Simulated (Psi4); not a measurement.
# SrF (SMILES [F][Sr]): UCCSD/def2-TZVPP (core potential)

What is the vertical doublet–quartet gap of SrF at UCCSD/def2-TZVPP (core potential)? 

The results are computed with Psi4 1.11.

1 further run of the same task is left out (set aside as unsound or not needed).

**1. Starting point**

SrF has 2 atoms, charge 0, and is taken as a doublet. As SMILES, `[F][Sr]`. The shape is that of a PBE0-D4/def2-TZVP optimisation.

Bond lengths: F1–Sr2 2.082 Å.

**2. The energy at UCCSD/def2-TZVPP (core potential)**

Input file fsr.xyz:

```xyz
2
FSr
F      0.000000     0.000000    -0.069330
Sr     0.000000     0.000000     2.012350
```

Input file run_ase.py:

```python
import numpy as np
from ase.calculators.psi4 import Psi4
from ase.io import read

a = read('fsr.xyz')
calc = Psi4(atoms=a, method='ccsd', basis='def2-TZVPP', memory='1600MB', num_threads=1, charge=0, multiplicity=2, label='fsr', reference='uhf')
calc.psi4.set_options({'puream': True, 'e_convergence': 1e-09, 'd_convergence': 1e-08, 'scf_type': 'pk', 'num_frozen_docc': 1, 'maxiter': 100})
a.calc = calc

print(f'energy: {a.get_potential_energy():.6f} eV')
```

The run is started by

```console
$ python run_ase.py
```

fsr.dat:

```text
[...]
    !!!  WARNING: ECP capability is in beta. Please check occupations closely.  !!!
[...]
  Running in c1 symmetry.
[...]
  Nuclear repulsion =   22.878611967401330
[...]
  Multiplicity = 2
[...]
  Nalpha       = 10
  Nbeta        = 9
[...]
    Number of basis functions: 71
[...]
   @UHF iter   1:  -129.79555384055291   -4.05365e-01   7.25971e-03 ADIIS/DIIS
[...]
   @UHF iter  13:  -129.90647824232033   -7.10543e-12   7.93747e-09 DIIS
[...]
   @S^2 Observed:                7.503904939E-01
[...]
    Orbital Energies [Eh]
    ---------------------
    Alpha Occupied:
       1A    -26.152509     2A     -1.941181     3A     -1.434474
       4A     -1.086872     5A     -1.086872     6A     -1.071729
       7A     -0.524787     8A     -0.518989     9A     -0.518989
      10A     -0.192230
    Alpha Virtual:
      11A      0.010529    12A      0.010529    13A      0.033783
      14A      0.070342    15A      0.070342    16A      0.101079
      17A      0.101079    18A      0.102567    19A      0.122826
      20A      0.171901    21A      0.171901    22A      0.193408
      23A      0.193408    24A      0.196132    25A      0.223330
[...]
  @UHF Final Energy:  -129.90647824232033
   => Energetics <=
    Nuclear Repulsion Energy =             22.8786119674013300
    One-Electron Energy =                -236.7208276837358198
    Two-Electron Energy =                  83.9357374740141466
    Total Energy =                       -129.9064782423203610
  UHF NO Occupations:
  HONO-2 :    8  A 1.9999407
  HONO-1 :    9  A 1.9999407
[...]
 Multipole Moments:
 ------------------------------------------------------------------------------------
     Multipole            Electronic (a.u.)      Nuclear  (a.u.)        Total (a.u.)
 ------------------------------------------------------------------------------------
 L = 1.  Multiply by 2.5417464519 to convert [e a0] to [Debye]
 Dipole X            :          0.0000002            0.0000000            0.0000002
 Dipole Y            :         -0.0000002            0.0000000           -0.0000002
 Dipole Z            :         23.3323809          -22.1214492            1.2109317
 Magnitude           :                                                    1.2109317
[...]
      * MP2 total energy                      = -130.364770659319646
[...]
      * CCSD total energy                     = -130.374184679140598
```

Standard output:

```text
energy: -3547.662267 eV
```

Run time: 38 s. Hardware: 1 thread of Intel Xeon Platinum 8259CL at 2.50GHz (Skylake/Cascade Lake), shared host; peak memory 0.47 GiB.

**3. The quartet**

Input file fsr.py:

```python
import psi4

psi4.set_memory(1600000000)
psi4.set_num_threads(1)
psi4.core.set_output_file('output.dat', False)

molecule = psi4.geometry("""
0 4
F      0.000000     0.000000    -0.069330
Sr     0.000000     0.000000     2.012350
symmetry c1
no_reorient
no_com
""")

psi4.set_options({
    'reference': 'uhf',
    'puream': True,
    'e_convergence': 1e-09,
    'd_convergence': 1e-08,
    'scf_type': 'pk',
    'num_frozen_docc': 1,
    'maxiter': 100,
})

result = psi4.energy("ccsd/def2-TZVPP")
print(f'total energy {result:.8f} hartree = {result * 27.211386:.5f} eV')
for k, v in sorted(psi4.core.scalar_variables().items()):
    print(f'{k:45s} {v:18.10f}')
```

The run is started by

```console
$ python fsr.py
```

output.dat:

```text
[...]
    !!!  WARNING: ECP capability is in beta. Please check occupations closely.  !!!
[...]
  Running in c1 symmetry.
[...]
  Nuclear repulsion =   22.878611967401330
[...]
  Multiplicity = 4
[...]
  Nalpha       = 11
  Nbeta        = 8
[...]
    Number of basis functions: 71
[...]
   @UHF iter   1:  -129.61234869047081   -2.22129e-01   3.38591e-03 ADIIS/DIIS
[...]
   @UHF iter  15:  -129.66976629413890   -7.67386e-12   5.29124e-09 DIIS
[...]
   @S^2 Observed:                3.754369478E+00
[...]
    Orbital Energies [Eh]
    ---------------------
    Alpha Occupied:
       1A    -26.555425     2A     -2.008007     3A     -1.834915
       4A     -1.184998     5A     -1.141095     6A     -1.138733
       7A     -0.967540     8A     -0.883861     9A     -0.883718
      10A     -0.232236    11A     -0.141805
    Alpha Virtual:
      12A      0.004497    13A      0.015491    14A      0.047159
      15A      0.048749    16A      0.059866    17A      0.067288
      18A      0.067828    19A      0.101714    20A      0.149113
      21A      0.156443    22A      0.164612    23A      0.166090
      24A      0.173709    25A      0.175506    26A      0.175557
[...]
  @UHF Final Energy:  -129.66976629413890
   => Energetics <=
    Nuclear Repulsion Energy =             22.8786119674013300
    One-Electron Energy =                -232.9299451406074866
    Two-Electron Energy =                  80.3815668790672646
    Total Energy =                       -129.6697662941388955
  UHF NO Occupations:
  HONO-2 :    9  A 1.0000000
  HONO-1 :   10  A 1.0000000
[...]
 Multipole Moments:
 ------------------------------------------------------------------------------------
     Multipole            Electronic (a.u.)      Nuclear  (a.u.)        Total (a.u.)
 ------------------------------------------------------------------------------------
 L = 1.  Multiply by 2.5417464519 to convert [e a0] to [Debye]
 Dipole X            :         -0.0000021            0.0000000           -0.0000021
 Dipole Y            :          0.0000034            0.0000000            0.0000034
 Dipole Z            :        -37.9297148           36.8487713           -1.0809435
 Magnitude           :                                                    1.0809435
[...]
      * MP2 total energy                      = -130.053251484853689
[...]
      * CCSD total energy                     = -130.079334855355114
```

The script printed:

```text
total energy -130.07933486 hartree = -3539.63899 eV
CC D1 DIAGNOSTIC                                    0.0000000000
CC D2 DIAGNOSTIC                                    0.0000000000
CC NEW D1 DIAGNOSTIC                                0.0000000000
CC T1 DIAGNOSTIC                                    0.0194145860
CCSD CORRELATION ENERGY                            -0.4095685612
CCSD DOUBLES ENERGY                                -0.4095685612
CCSD ITERATIONS                                    23.0000000000
CCSD OPPOSITE-SPIN CORRELATION ENERGY              -0.3106303525
CCSD SAME-SPIN CORRELATION ENERGY                  -0.0989382087
CCSD SINGLES ENERGY                                 0.0000000000
CCSD TOTAL ENERGY                                -130.0793348554
CURRENT CORRELATION ENERGY                         -0.4095685612
CURRENT ENERGY                                   -130.0793348554
CURRENT REFERENCE ENERGY                         -129.6697662941
DD SOLVATION ENERGY                                 0.0000000000
HF KINETIC ENERGY                                 109.1696804157
HF POTENTIAL ENERGY                              -238.8394467098
HF TOTAL ENERGY                                  -129.6697662941
HF VIRIAL RATIO                                     2.1877818621
MP2 CORRELATION ENERGY                             -0.3834851907
MP2 DOUBLES ENERGY                                 -0.3834851907
MP2 OPPOSITE-SPIN CORRELATION ENERGY               -0.2827064541
MP2 SAME-SPIN CORRELATION ENERGY                   -0.1007787366
MP2 SINGLES ENERGY                                 -0.0000000000
MP2 TOTAL ENERGY                                 -130.0532514849
NUCLEAR REPULSION ENERGY                           22.8786119674
ONE-ELECTRON ENERGY                              -232.9299451406
PCM POLARIZATION ENERGY                             0.0000000000
PE ENERGY                                           0.0000000000
SCF ITERATION ENERGY                             -129.6697662941
SCF ITERATIONS                                     15.0000000000
SCF TOTAL ENERGY                                 -129.6697662941
TWO-ELECTRON ENERGY                                80.3815668791
```

It took 44 s on 1 thread of Intel Xeon Platinum 8259CL at 2.50GHz (Skylake/Cascade Lake), shared host; peak memory 0.46 GiB.

**4. Results**

At UCCSD/def2-TZVPP (core potential), 1 core orbital frozen:

| quantity | value |
| --- | --- |
| doublet: total energy | -130.37418 Eh |
| doublet: HOMO energy (Hartree–Fock orbitals) (highest over α and β) | -5.23 eV |
| doublet: LUMO energy (Hartree–Fock orbitals) (lowest over α and β) | 0.08 eV |
| doublet: correlation energy (1 core orbital frozen) | -467.7 mEh |
| doublet: ⟨S²⟩ of the reference determinant | 0.750 |
| doublet: T1 diagnostic | 0.026 |
| quartet: total energy | -130.07933 Eh |
| quartet: HOMO energy (Hartree–Fock orbitals) (highest over α and β) | -3.86 eV |
| quartet: LUMO energy (Hartree–Fock orbitals) (lowest over α and β) | -2.88 eV |
| quartet: correlation energy (1 core orbital frozen) | -409.6 mEh |
| quartet: ⟨S²⟩ of the reference determinant | 3.754 |
| quartet: T1 diagnostic | 0.019 |
| vertical energy of the quartet above the doublet | 8.023 eV |

In words: At this shape the quartet lies 8.02 eV (774 kJ/mol) above the doublet.
